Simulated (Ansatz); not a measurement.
# Cl2F2Ge: the cost of one run

Program: Ansatz 0.2.0. Level of theory: RHF/def2-SVP. These are calculated values, not measurements.

## Step 1: Starting point

Bond lengths: Ge1–F2 1.680 Å, Ge1–F3 1.680 Å, Ge1–Cl4 2.218 Å, Ge1–Cl5 2.218 Å. Angles: F2–Ge1–F3 109.4°, F2–Ge1–Cl4 109.5°, F2–Ge1–Cl5 109.5°, F3–Ge1–Cl4 109.5°, F3–Ge1–Cl5 109.5°, Cl4–Ge1–Cl5 109.5°.

As a file:

```xyz
5

Ge    0.0000    0.0000    0.0000
F     0.0000    0.0000    1.6800
F     1.5842    0.0000   -0.5594
Cl   -1.0456    1.8115   -0.7393
Cl   -1.0456   -1.8115   -0.7393
```

## Step 2: Preparing the start

input.yaml reads:

```yaml
crystal:
  periodic: [false, false, false]
  atoms:
    - { symbol: Ge, position_ang: [0.0, 0.0, 0.0] }
    - { symbol: F, position_ang: [0.0, 0.0, 1.68] }
    - { symbol: F, position_ang: [1.5842, 0.0, -0.5594] }
    - { symbol: Cl, position_ang: [-1.0456, 1.8115, -0.7393] }
    - { symbol: Cl, position_ang: [-1.0456, -1.8115, -0.7393] }
basis:
  gaussian: { orbitals: def2-SVP }
hamiltonian:
  xc: hf
relax:
  f_tol: 0.02
  max_steps: 40
output:
  orbitals: {}
```

Command:

```sh
ansatz run input.yaml --threads 1 --pin off --max-ram 2048MiB --backend cpu --events-out ev --progress --plain --runs-dir out
```

What time and memory should one allow on 1 thread of Arm Neoverse V2, shared host?

About 12 s, with a peak of 0.21 GiB.
